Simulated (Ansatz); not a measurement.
**CH8FNOSi2: how energies converge with the basis set**

Aim: see how fast density functionals converge with the basis set for CH8FNOSi2.

Method: one geometry, several basis sets; program: Ansatz 0.2.0, Gaussian basis.

Plan: PBE0-D4/def2-SVP; ωB97M-V/def2-SVP; PBE0-D4/def2-QZVPP; ωB97M-V/def2-QZVPP; the functionals' def2-TZVPP values are taken from earlier runs.

### Step 1. Structure used throughout

All runs share one geometry, relaxed beforehand with PBE0-D4 in a triple-zeta def2 set.

SMILES `CN([SiH2]O)[SiH2]F`, 14 atoms, charge 0, spin multiplicity 1.

Atoms are counted from 1 here; the program's logs count them from 0.

Bond lengths: C1–N2 1.467 Å, C1–H7 1.094 Å, C1–H8 1.094 Å, C1–H9 1.093 Å, N2–Si3 1.727 Å, N2–Si5 1.707 Å, Si3–O4 1.644 Å, Si3–H10 1.480 Å, Si3–H11 1.484 Å, O4–H12 0.959 Å, Si5–F6 1.605 Å, Si5–H13 1.481 Å, Si5–H14 1.478 Å. Angles: N2–C1–H7 110.5°, N2–C1–H8 112.0°, N2–C1–H9 110.6°, H7–C1–H8 107.9°, H7–C1–H9 107.5°, H8–C1–H9 108.1°, C1–N2–Si3 116.6°, C1–N2–Si5 118.3°, Si3–N2–Si5 124.7°, N2–Si3–O4 113.7°, N2–Si3–H10 109.1°, N2–Si3–H11 106.1°, O4–Si3–H10 103.4°, O4–Si3–H11 111.6°, H10–Si3–H11 113.0°, Si3–O4–H12 117.7°, N2–Si5–F6 112.1°, N2–Si5–H13 109.2° and more.

### Step 2. PBE0-D4 in def2-SVP

The input, in.yaml:

```yaml
crystal:
  periodic: [false, false, false]
  atoms:
    - {symbol: C, position_ang: [-0.585708, -1.210597, -0.846516]}
    - {symbol: N, position_ang: [-0.269781, -0.120265, 0.082949]}
    - {symbol: Si, position_ang: [1.258766, -0.204083, 0.883360]}
    - {symbol: O, position_ang: [2.544463, -0.143561, -0.140009]}
    - {symbol: Si, position_ang: [-1.339887, 1.206971, 0.167776]}
    - {symbol: F, position_ang: [-1.186315, 2.188134, -1.092817]}
    - {symbol: H, position_ang: [-0.260225, -2.170670, -0.435341]}
    - {symbol: H, position_ang: [-0.098836, -1.077040, -1.816559]}
    - {symbol: H, position_ang: [-1.664262, -1.273463, -1.014217]}
    - {symbol: H, position_ang: [1.396489, -1.528817, 1.529670]}
    - {symbol: H, position_ang: [1.278151, 0.918389, 1.853696]}
    - {symbol: H, position_ang: [2.686051, 0.667353, -0.631066]}
    - {symbol: H, position_ang: [-2.734993, 0.711536, 0.115285]}
    - {symbol: H, position_ang: [-1.037012, 2.006812, 1.372589]}
basis:
  gaussian: {orbitals: def2-SVP}
hamiltonian: {xc: pbe0, dispersion: d4}
output: {orbitals: {seedname: orbitals}}
```

The runs that follow: ωB97M-V in def2-SVP; PBE0-D4 in def2-QZVPP; ωB97M-V in def2-QZVPP.

Before running them: what should the planned runs give, taken together? Wanted: PBE0-D4: double and triple zeta above quadruple; ωB97M-V: double and triple zeta above quadruple.

**Answer**, as computed:

| quantity | value |
| --- | --- |
| PBE0-D4: double and triple zeta above quadruple | 15.97, 0.99 eV |
| ωB97M-V: double and triple zeta above quadruple | 16.19, 0.93 eV |

PBE0-D4 gains 14.97 eV from double to triple zeta, then 0.99 eV more. These are total energies; as a rule much of such shifts cancels in differences, which this series doesn't test. The LUMO of ωB97M-V is positive and keeps falling with the basis (2.76 to 1.27 eV): an unbound level that the basis holds in place.
